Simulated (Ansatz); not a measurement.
This script makes a frozen displacement of one atom of MnSe, space group F-43m with Ansatz 0.2.0 through its Python package.

The script reads `mnse.extxyz`:
```text
2
Lattice="0.0 2.91 2.91 2.91 0.0 2.91 2.91 2.91 0.0" Properties=species:S:1:pos:R:3:initial_magmoms:R:1 pbc="T T T"
Mn    0.00000000    0.00000000    0.00000000  4.00
Se    1.45500000    1.45500000    1.45500000  0.00
```

Script `run_push.py`:
```python
"""Energy and force of MnSe as one atom is pushed off its site."""

import ansatz as az
import numpy as np


def main() -> None:
    cell = az.Crystal.from_extxyz("mnse.extxyz")

    inverse = np.linalg.inv(np.array(cell.lattice.vectors))
    home = np.array(cell.sites[1].position)
    values = np.linspace(-0.2, 0.2, 5)
    energies, pulls = [], []
    for shift in values:
        moved = cell.move(1, to=home + shift * inverse[0])
        base = moved.calculation()
        base = base.kpoints(9).occupations("gaussian", width=0.1)
        base = base.basis(500)
        base = base.spin("collinear").functional(az.Functional.R2SCAN)
        base = base.forces()
        r = base.run().report
        energies.append(r["free_energy_ev"])
        pulls.append(r["forces_ev_ang"][1][0])

    # the force is minus the slope of the free energy
    print("shift (A)   dE (eV)   force along x (eV/A)")
    for shift, e, f in zip(values, energies, pulls):
        print(f"{shift:8.3f} {e - energies[2]:10.5f} {f:12.4f}")
    print(f"stiffness from energies {2 * np.polyfit(values, energies, 2)[0]:.3f}, from forces {-np.polyfit(values, pulls, 1)[0]:.3f} eV/A^2")


if __name__ == "__main__":
    main()
```

How stiff is this displacement, and do energies and forces agree?

The curvature of the energy gives 5.765 eV/Å² and the slope of the force 5.717 eV/Å², a positive curvature.

The output:

```console
$ python run_push.py
shift (A)   dE (eV)   force along x (eV/A)
  -0.200    0.11547       1.1385
  -0.100    0.02917       0.5814
   0.000    0.00000      -0.0000
   0.100    0.02917      -0.5814
   0.200    0.11547      -1.1385
stiffness from energies 5.765, from forces 5.717 eV/A^2
```

With one magnetic atom the cell can hold only ferromagnetic order. Without a Hubbard U or exact exchange, semilocal functionals often make such 3d compounds metallic or too weakly gapped. The structure is a deposited one; some such entries were measured under pressure or heat, so a shift against it needn't be the functional's error alone. All periodic images of the atom move with it, so the curvature is one diagonal element of the zone-centre force constants and no normal mode; a positive value doesn't exclude soft modes in which several atoms move. Finished in 12 min on 1 thread of Arm Neoverse N1, on a shared host, peak memory 0.82 GiB.
